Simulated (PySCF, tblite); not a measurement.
# C₅H₁₁BF₂Si: geometry, infrared bands and NMR shifts

Wanted: the infrared bands and NMR shifts of C₅H₁₁BF₂Si (`CB(C)[Si]1(C(F)F)CC1`), by calculation.

Programs: tblite 0.8.0 and PySCF 2.14.0, with density-fitted response routines of our own. Each step states its level of theory. These are calculated values for one molecule in the gas phase, unless marked as measured. Atoms are numbered from 0 throughout.

**1. The molecule as given**

20 atoms, charge 0, multiplicity 1; geometry from: force field or distance geometry start.

Bonds of the start (Å): C0–B1 1.57, B1–C2 1.59, B1–Si3 1.95, Si3–C4 1.86, C4–F5 1.39, C4–F6 1.38, Si3–C7 1.89, C7–C8 1.48, C8–Si3 1.90, C0–H9 1.12, C0–H10 1.11, C0–H11 1.10, C2–H12 1.11, C2–H13 1.11, C2–H14 1.10, C4–H15 1.11, C7–H16 1.11, C7–H17 1.12, C8–H18 1.11, C8–H19 1.11.

**2. Relaxing the molecule with GFN2-xTB**

What the job is given:

```
{"job": {"kind": "relax", "xc": "GFN2-xTB", "basis": "xTB"}, "charge": 0, "multiplicity": 1}
C     -1.850400     0.608600    -1.145100
B     -1.192200    -0.032100     0.131900
C     -2.065900    -0.812200     1.214000
Si     0.732200     0.122400     0.384800
C      1.508600     1.809900     0.451800
F      1.367400     2.418700    -0.791300
F      0.880200     2.579500     1.403000
C      1.574400    -0.859200    -0.991000
C      1.849100    -1.417000     0.348900
H     -2.958500     0.432600    -1.131300
H     -1.669800     1.702400    -1.151600
H     -1.426800     0.153800    -2.055900
H     -2.593200    -1.658700     0.727900
H     -2.828900    -0.116300     1.627700
H     -1.442500    -1.186100     2.036100
H      2.584000     1.719300     0.705600
H      2.441700    -0.358300    -1.460100
H      0.884800    -1.497700    -1.605900
H      2.876900    -1.235000     0.719300
H      1.323700    -2.364000     0.578200
```

Command:

```
$ OMP_NUM_THREADS=1 python probes_run.py task.json out
```

One launch serves the whole session: the jobs run in the order shown.

**Question.** This job is followed by: GFN2-xTB harmonic vibrations, gas phase; GIAO PBE0/pcSseg-1 NMR shielding, non-relativistic, gas phase. Predict these results of the whole session: strongest single infrared mode (GFN2-xTB); zero-point energy (GFN2-xTB); 13C shifts against TMS (PBE0/pcSseg-1, means over atoms taken as alike); 1H shifts against TMS (PBE0/pcSseg-1, means over atoms taken as alike); 11B shifts against BF3·OEt2 (PBE0/pcSseg-1); 29Si shifts against TMS (PBE0/pcSseg-1); 19F shifts against CFCl3 (PBE0/pcSseg-1, means over atoms taken as alike); surface potential, 1st and 99th percentile.

As calculated:

```
                                                                 quantity                       value
                                strongest single infrared mode (GFN2-xTB)        972 cm⁻¹, 138 km/mol
                                             zero-point energy (GFN2-xTB)               95.1 kcal/mol
  13C shifts against TMS (PBE0/pcSseg-1, means over atoms taken as alike)        134.6, 22.8, 6.9 ppm
   1H shifts against TMS (PBE0/pcSseg-1, means over atoms taken as alike)  6.01, 1.57, 1.11, 1.06 ppm
                              11B shifts against BF3·OEt2 (PBE0/pcSseg-1)                   109.3 ppm
                                  29Si shifts against TMS (PBE0/pcSseg-1)                  -147.5 ppm
19F shifts against CFCl3 (PBE0/pcSseg-1, means over atoms taken as alike)                  -135.4 ppm
                                    surface potential, 1st and 99th percentile          -1.03 V and 1.07 V
```

What this shows: The optimisation took 199 steps and gained 0.859 eV; among the close pairs (by a distance rule), Si3–C4 changed most, from 1.859 to 1.950 Å. All 54 modes are real, so the xTB geometry is a minimum. The strongest single mode, at 972 cm⁻¹, moves mainly C4. GFN2-xTB is a fitted tight-binding method: band positions and strengths are rough. Its intensities can rank the bands wrongly. The most deshielded hydrogen is H15 (hydrogen on an sp3 CH bonded to 2 F and Si), at 6.01 ppm: its carbon carries F, hence the downfield position. At PBE0/pcSseg-1: The largest span, 428 ppm, is at Si3, where the paramagnetic term is -387 ppm. At PBE0/pcSseg-1, counted by nearest atom on the grid, the HOMO lies on Si3 33 %; C7, C8 about 20 % each, the LUMO on B1 51 %; Si3 10 %.
